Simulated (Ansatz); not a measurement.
# AlSi₃H₉: one species, many methods

The task here is to estimate one member of a computed series from the others.

The runs use Ansatz 0.2.0, Gaussian basis; functionals in def2-TZVPP, the program's frozen cores in correlated methods.

Plan: LDA (SPW92), PBE-D4, revPBE-D4, BLYP-D4, r2SCAN-D4, B97M-V, PBE0-D4, B3LYP-D4, r2SCANh-D4, r2SCAN0-D4, HSE06-D4, BHLYP-D4, CAM-B3LYP-D4, LC-ωPBE, ωB97X-V, ωB97M-V, B2PLYP, PBE-QIDH; CCSD(T)/def2-SVP; CCSD(T)/def2-TZVPP; MP2/def2-QZVPP; extrapolation to the limit; RPA on PBE.

## Structure used throughout

All runs share one geometry, relaxed beforehand with PBE0-D4 in a triple-zeta def2 set.

13 atoms, charge 0, spin multiplicity 1.

Atoms are counted from 1 here; the program's logs count them from 0.

Bond lengths: Al1–Si2 2.466 Å, Al1–H5 1.590 Å, Al1–H6 1.588 Å, Si2–Si3 2.337 Å, Si2–H7 1.491 Å, Si2–H8 1.490 Å, Si3–Si4 2.336 Å, Si3–H9 1.488 Å, Si3–H10 1.489 Å, Si4–H11 1.531 Å, Si4–H12 1.485 Å, Si4–H13 1.486 Å. Angles: Si2–Al1–H5 116.2°, Si2–Al1–H6 121.4°, H5–Al1–H6 121.2°, Al1–Si2–Si3 96.3°, Al1–Si2–H7 114.9°, Al1–Si2–H8 117.7°, Si3–Si2–H7 107.2°, Si3–Si2–H8 111.5°, H7–Si2–H8 108.4°, Si2–Si3–Si4 95.5°, Si2–Si3–H9 120.7°, Si2–Si3–H10 111.5°, Si4–Si3–H9 111.6°, Si4–Si3–H10 106.8°, H9–Si3–H10 109.3°, Si3–Si4–H11 104.8°, Si3–Si4–H12 112.9°, Si3–Si4–H13 120.6° and more.

Set-up of the first run:

in.yaml reads:

```yaml
crystal:
  periodic: [false, false, false]
  atoms:
    - {symbol: Al, position_ang: [-0.964147, 1.082832, -1.372260]}
    - {symbol: Si, position_ang: [0.512999, -0.890156, -1.457791]}
    - {symbol: Si, position_ang: [1.399628, -0.638864, 0.690022]}
    - {symbol: Si, position_ang: [-0.571279, 0.163754, 1.652685]}
    - {symbol: H, position_ang: [-0.243653, 2.500251, -1.386307]}
    - {symbol: H, position_ang: [-2.531956, 0.954044, -1.588939]}
    - {symbol: H, position_ang: [-0.194372, -2.202712, -1.491728]}
    - {symbol: H, position_ang: [1.585450, -0.907451, -2.492361]}
    - {symbol: H, position_ang: [1.933844, -1.811747, 1.433883]}
    - {symbol: H, position_ang: [2.389311, 0.472235, 0.745133]}
    - {symbol: H, position_ang: [-1.136538, 1.147272, 0.624927]}
    - {symbol: H, position_ang: [-1.627893, -0.874860, 1.758256]}
    - {symbol: H, position_ang: [-0.530995, 0.970702, 2.899280]}
basis:
  gaussian: {orbitals: def2-TZVPP}
hamiltonian: {xc: lda}
output: {orbitals: {seedname: orbitals}}
```

Command:

```
$ ansatz run in.yaml --threads 4 --pin off --events-out ev --progress --plain --max-ram 10444MiB
```

Among the steps run: LDA; PBE-D4 (GGA); revPBE-D4 (GGA); BLYP-D4 (GGA); r2SCAN-D4 (meta-GGA); B97M-V (meta-GGA); PBE0-D4 (hybrid); B3LYP-D4 (hybrid); r2SCANh-D4 (hybrid); r2SCAN0-D4 (hybrid); HSE06-D4 (hybrid); BHLYP-D4 (hybrid); CAM-B3LYP-D4 (range-separated); LC-ωPBE (range-separated); ωB97X-V (range-separated); ωB97M-V (range-separated); B2PLYP (double hybrid); PBE-QIDH (double hybrid).

One table of the session follows, with a row left open; its other results are not shown here.

It belongs to the step «Orbital energies across the functionals». 

| functional | HOMO (eV) | LUMO (eV) | gap (eV) |
| --- | --- | --- | --- |
| LDA (SPW92) | -6.28 | -2.39 | 3.89 |
| PBE-D4 | -6.20 | -2.16 | 4.04 |
| revPBE-D4 | -6.17 | -2.07 | 4.10 |
| BLYP-D4 | -6.05 | -1.97 | 4.08 |
| r2SCAN-D4 | -6.42 | -1.90 | 4.52 |
| B97M-V | -6.53 | -2.07 | 4.46 |
| PBE0-D4 | -7.21 | -1.38 | 5.83 |
| B3LYP-D4 | -7.01 | -1.51 | 5.50 |
| r2SCANh-D4 | -6.79 | -1.63 | 5.16 |
| r2SCAN0-D4 | -7.35 | -1.22 | 6.12 |
| HSE06-D4 | -6.82 | -1.74 | 5.07 |
| BHLYP-D4 | -8.10 | -0.47 | 7.63 |
| CAM-B3LYP-D4 | -8.40 | -0.34 | 8.06 |
| LC-ωPBE | -9.68 | 0.66 | 10.34 |
| ωB97X-V | ? | ? | ? |
| ωB97M-V | -9.15 | 0.30 | 9.45 |

Q: Estimate the row for ωB97X-V from the others.

**Answer.** HOMO (eV): -9.38; LUMO (eV): 0.59; gap (eV): 9.96. In the column «HOMO (eV)» it lies between LC-ωPBE (-9.68) and ωB97M-V (-9.15).
